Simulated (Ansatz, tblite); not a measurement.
HfO2: GFN2-xTB, run from Python

These are simulated results from tblite 0.8.0, not measurements. The cell was built from a prototype and was relaxed with r2SCAN in plane waves (Ansatz 0.2.0). Not every such cell is a known phase. All runs are without spin polarisation.

It is cubic, Fm-3m (No. 225); a = 5.058 Å in the conventional setting, 10.79 Å³ an atom. Hf has 8 O at 2.19 Å; O has 4 Hf at 2.19 Å.

tblite solves periodic systems at the zone centre alone, so the script builds a cluster of 2×2×2 conventional cells (96 atoms), which folds in a coarse mesh of k points.

run.py reads:

```python
import json
from ase import Atoms
from ase.build import make_supercell
from ase.units import Bohr, GPa, Hartree
from tblite.interface import Calculator

atoms = Atoms(['Hf', 'O', 'O'],
              cell=[[0.0, 2.529182, 2.529182], [2.529182, 0.0, 2.529182], [2.529182, 2.529182, -0.0]],
              scaled_positions=[[-0.0, 0.0, 0.0], [0.25, 0.25, 0.25], [0.75, 0.75, 0.75]],
              pbc=True)
cluster = make_supercell(atoms, [[-2, 2, 2], [2, -2, 2], [2, 2, -2]])
calc = Calculator('GFN2-xTB', cluster.numbers, cluster.positions / Bohr, lattice=cluster.cell[:] / Bohr, periodic=cluster.pbc)
calc.set('temperature', 0.02 / Hartree)
calc.set('max-iter', 150)
res = calc.singlepoint()
levels = res.get('orbital-energies') * Hartree
nv = round(res.get('orbital-occupations').sum() / 2)
cells = len(cluster) // len(atoms)
out = {'energy_per_cell': res.get('energy') * Hartree / cells, 'homo': levels[nv - 1], 'lumo': levels[nv],
       'stress': (-res.get('virial') * Hartree / cluster.get_volume() / GPa).tolist(), 'charges': res.get('charges')[:len(atoms)].tolist(), 'electrons': 2 * nv / cells}
json.dump(out, open('results.json', 'w'))
for key, value in out.items():
    print(key, value)
```

Command: `python run.py`. It took 11 s on 1 thread of Arm Neoverse V2, with other jobs on the host, peak memory 0.14 GiB.

Output:

```
------------------------------------------------------------
  cycle        total energy    energy error   density error
------------------------------------------------------------
      1     -291.0297020575  -2.9133232E+02   5.4231984E-01
      2     -303.9176818404  -1.2887980E+01   2.7385007E-01
      3     -309.1619391625  -5.2442573E+00   2.4267326E-01
      4     -312.3697433916  -3.2078042E+00   3.6368030E-02
      5     -312.3301501938   3.9593198E-02   2.8037608E-02
      6     -312.3600552688  -2.9905075E-02   1.6776400E-02
      7     -312.3707356611  -1.0680392E-02   1.0930030E-02
      8     -312.3781091892  -7.3735281E-03   1.7035143E-03
      9     -312.3780819521   2.7237071E-05   1.9172737E-03
     10     -312.3781821880  -1.0023583E-04   1.4834990E-03
     11     -312.3782791505  -9.6962562E-05   8.1503829E-04
     12     -312.3783203357  -4.1185186E-05   7.8502313E-05
     13     -312.3783207180  -3.8222998E-07   7.2264499E-06
------------------------------------------------------------

 total:                                  10.522 sec
energy_per_cell -265.63272095936867
homo -12.757087768083746
lumo -12.10560069565602
stress [[-11.07661293131158, -2.027532452534982e-06, -2.027532473494846e-06], [-2.027532452893936e-06, -11.076612931311661, -2.027532507921207e-06], [-2.027532473688855e-06, -2.0275325077349865e-06, -11.076612931311514]]
charges [0.9072698652147975, -0.4536312291197637, -0.45362990700318706]
electrons 16.0
```

The cycle table is in hartree for the whole cluster, and the lines after it are in eV (the energy for one cell). The printed stress is in GPa and positive in compression, and the pressure is its mean diagonal.

GFN2-xTB gives a gap of 0.65 eV. On the same cell, plane-wave PBE (Ansatz, 8×8×8 k points and the special points) gives a gap of 3.80 eV and r2SCAN a gap of 4.30 eV; on shared hosts these took about 1.4 and 3.7 core-seconds on the 3-atom cell, against 11 for the script. Spin-orbit coupling, left out in all these runs, can cut or reorder the gap by tenths of an eV, up to about 1 eV with Pb or Bi. xTB was fitted to molecules, so gaps, charges and pressures of solids can be far off, and the gap also depends on the size of the cluster.

The same script was run on cells scaled at fixed shape and fractional coordinates:

```json
{"volume (Å³/atom)": "9.49", "energy (meV/atom)": "-54.5", "pressure (GPa, positive in compression)": "-0.71", "gap (eV)": "0.37"}
{"volume (Å³/atom)": "10.14", "energy (meV/atom)": "-37.6", "pressure (GPa, positive in compression)": "-7.23", "gap (eV)": "0.53"}
{"volume (Å³/atom)": "10.79", "energy (meV/atom)": "0.0", "pressure (GPa, positive in compression)": "-11.08", "gap (eV)": "0.65"}
{"volume (Å³/atom)": "11.43", "energy (meV/atom)": "49.5", "pressure (GPa, positive in compression)": "-13.36", "gap (eV)": "0.75"}
{"volume (Å³/atom)": "12.08", "energy (meV/atom)": "106.0", "pressure (GPa, positive in compression)": "-14.66", "gap (eV)": "0.83"}
```

The minimum lies beyond the smallest of these volumes.

xTB was fitted mostly to molecules, and a small cluster samples few k points, so gaps, pressures and kinks along a curve can be far from a solid's.

No spin-orbit coupling is included; it can move band edges with weight on the heavy atoms by tenths of an eV.
